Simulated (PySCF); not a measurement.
**C4H7BN2O: spin-spin couplings**

What spin-spin couplings should C4H7BN2O (`C#CB(N)NC(C)=O`) show?

Programs: PySCF 2.14.0, with density-fitted response routines of our own. Each step states its level of theory. These are calculated values for one molecule in the gas phase, unless marked as measured. Atoms count from 0, in the outputs and in this text.

### 1 The starting structure

15 atoms, charge 0, multiplicity 1; geometry from: GFN2-xTB.

Bonds of the start (Å): C0–C1 1.20, C1–B2 1.53, B2–N3 1.38, B2–N4 1.46, N4–C5 1.36, C5–C6 1.52, C5–O7 1.22, C0–H8 1.05, N3–H9 1.01, N3–H10 1.00, N4–H11 1.01, C6–H12 1.09, C6–H13 1.09, C6–H14 1.09.

### 2 J couplings: B3LYP/pcJ-1

What the job is given:

```
{"job": {"kind": "j", "xc": "B3LYP", "basis": "pcJ-1"}, "charge": 0, "multiplicity": 1}
C     -2.952056     1.947046    -0.359174
C     -2.176276     1.036649    -0.237582
B     -1.174897    -0.103334    -0.083099
N     -1.559012    -1.409619     0.148256
N      0.236730     0.240168    -0.186547
C      1.297471    -0.602019    -0.077642
C      2.660451     0.047437    -0.226626
O      1.183921    -1.796005     0.120633
H     -3.635455     2.739940    -0.464808
H     -0.857404    -2.128321     0.244503
H     -2.508710    -1.723269     0.233753
H      0.461262     1.208919    -0.357076
H      3.265080    -0.203392     0.642125
H      3.153168    -0.373553    -1.101022
H      2.601313     1.127344    -0.328918
```

With the program's defaults for keys left out, this is: B3LYP/pcJ-1 indirect spin-spin coupling, non-relativistic, gas phase.

The run is started by

```bash
$ OMP_NUM_THREADS=1 python probes_run.py task.json out
```

One launch serves the whole session: the jobs run in the order shown.

What will the session give for the following? largest coupling of the table (B3LYP/pcJ-1). Wanted: largest coupling of the table.

The runs gave:

| quantity | value |
| --- | --- |
| largest coupling of the table (B3LYP/pcJ-1) | 1J(C,H) C0–H8, 253.4 Hz |

What this shows: In the run at B3LYP/pcJ-1, the largest coupling of the table is C0–H8, 253.4 Hz, of which the Fermi-contact term gives 254.4 Hz. Couplings across rotatable bonds belong to this one conformer; where others are populated, the observed values are averages.
